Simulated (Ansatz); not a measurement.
The system is GeCN2.

```xyz
4
Lattice="1.7938 1.0356 4.9220 -1.7938 1.0356 4.9220 0.0000 -2.0713 4.9220" Properties=species:S:1:pos:R:3 pbc="T T T"
Ge    0.0000    0.0000    0.0000
N     0.0000    0.0000    8.6219
N     0.0000    0.0000    6.1440
C     0.0000    0.0000    7.3829
```

The cell comes from a database or a generator and needn't be the stable form of this composition.

Base run:

```yaml
Program: Ansatz 0.2.0
Functional: PBEsol
Potentials_or_basis: Ansatz PAW
Cutoff: "420 eV (not typed: the program's choice for these potentials)"
k_mesh: 9 × 9 × 9
Occupations: fermi-dirac, width 0.05 eV
Spin: no spin polarisation
```

Its results: band gap on the k mesh 1.00 eV, indirect (least direct gap 1.84 eV); pressure -3.3 GPa; largest force 0.066 eV/Å.

The run is repeated on the same cell with these changes: functional from PBEsol to r2SCAN; cutoff from 420 eV (not typed: the program's choice for these potentials) to 500 eV (not typed: the program's choice for these potentials). What comes out?

Band gap on the k mesh 1.20 eV, indirect (least direct gap 2.13 eV); pressure -3.2 GPa; largest force 0.501 eV/Å.

r2SCAN gives the wider gap, since meta-GGAs in the generalised Kohn-Sham scheme recover part of the derivative discontinuity.

Caveats: the k mesh misses the band edges, so the gap on the mesh is wider than the one along the path; the PAW data sets come from PBE, with cores solved anew for the run's functional, which leaves a small shift of forces and pressure.
